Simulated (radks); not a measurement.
**Taking charge from the 6s level of Dy in fractions**

The task here is to estimate one member of a computed series from the others.

Method: scalar-relativistic Kohn-Sham, r2SCAN, spin-polarised, spherical densities, finite nucleus; open shells are filled with parallel spins first. Code: radks (a radial shooting solver on a logarithmic mesh, Libxc functionals) version 1.

### What is computed

* element: dysprosium (Z = 66)
* charge: 0
* electrons: 66
* configuration: [Xe] 4f10 6s(up 1, down 1)
* nuclear rms radius: 5.2218 fm

A shell typed twice in an input gives spin up, then spin down.

Set-up of the first run:

Input:

```text
Z 66
configuration [Xe] 4f10 6s1 6s1
relativity scalar-relativistic
functional r2scan,r2scan
spin polarised
nucleus finite rms 5.2218 fm
c 137.035999084
```

Among the steps run: Start: [Xe] 4f10 6s(up 1, down 1).

One of the session's tables, all rows but one given; the rest of the session is left out.

It belongs to the step «Start: [Xe] 4f10 6s(up 1, down 1)». From the orbitals of this run (lengths in bohr):

| level | <r> | outermost maximum (interpolated) | 90 % within | nodes |
| --- | --- | --- | --- | --- |
| 5s up | 1.297 | 1.16 | 1.87 | 4 |
| 5s down | 1.316 | 1.17 | 1.90 | 4 |
| 5p up | 1.529 | 1.32 | 2.25 | 3 |
| 5p down | 1.558 | 1.33 | 2.30 | 3 |
| 4f up | 0.8546 | 0.539 | 1.49 | 0 |
| 6s up | 4.119 | 3.49 | 6.09 | 5 |
| 6s down | ? | ? | ? | ? |
| 4f down | 0.9307 | 0.541 | 1.66 | 0 |

**Question.** Estimate the row for 6s down.

As computed: <r>: 4.240; outermost maximum (interpolated): 3.58; 90 % within: 6.27; nodes: 5. In the column «<r>» it is the highest.
